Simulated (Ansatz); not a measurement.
Something may be wrong with this Ansatz 0.2.0 calculation of ScSi2.

Contents of input.yaml:

```yaml
crystal:
  lattice:
    - [3.66, 0.0, 0.0]
    - [-1.83, 3.1696529779, 0.0]
    - [0.0, 0.0, 3.87]
  atoms:
    - { symbol: Sc, position: [0.0, 0.0, 0.0], spin: 0.5 }
    - { symbol: Si, position: [0.6666666667, 0.3333333333, 0.5] }
    - { symbol: Si, position: [0.3333333333, 0.6666666667, 0.5] }
hamiltonian:
  xc: pbe0
  pseudopotentials: { kind: paw, partial_waves: polarizable }
magnetization:
  spin_polarized: true
kpoints:
  mp_grid: { grid: [5, 5, 4] }
  band_path:
    path:
      - [[0.0, 0.0, 0.0], [0.5, 0.0, 0.0], [0.3333333333, 0.3333333333, 0.0], [0.0, 0.0, 0.0], [0.0, 0.0, 0.5], [0.5, 0.0, 0.5], [0.3333333333, 0.3333333333, 0.5], [0.0, 0.0, 0.5]]
      - [[0.5, 0.0, 0.5], [0.5, 0.0, 0.0]]
      - [[0.3333333333, 0.3333333333, 0.0], [0.3333333333, 0.3333333333, 0.5]]
    npoints: 4
  KSPACING: 400
scf:
  occupations: { method: gaussian, width: 0.02 }
  n_extra_bands: 7
  max_iter: 60
output:
  forces: true
  stress: true
  eigenvalues: true
  fatbands: false
```

Potentials or basis: Ansatz PAW polarizable.

The run is started by

```console
$ ansatz run input.yaml --threads 2 --pin off --max-ram 5120MiB --backend cpu --events-out ev --progress --plain --runs-dir out
```

Output:

```text
Error: YAML parse error: error: line 23 column 3: unknown field `KSPACING`, expected one of mp_grid, list, band_path, initial_grid, further_shifts
  --> <input>:23:3
   |
21 |       - [[0.3333333333, 0.3333333333, 0.0], [0.3333333333, 0.333333…
22 |     npoints: 4
23 |   KSPACING: 400
   |   ^ unknown field `KSPACING`, expected one of mp_grid, list, band_path, initial_grid, further_shifts
24 | scf:
25 |   occupations: { method: gaussian, width: 0.02 }
   |
```

Q: How did it end, and where is the flaw?

A: The program refused the input. The input holds a flaw that was put in on purpose: a keyword of another program (kpoints.KSPACING = 400).
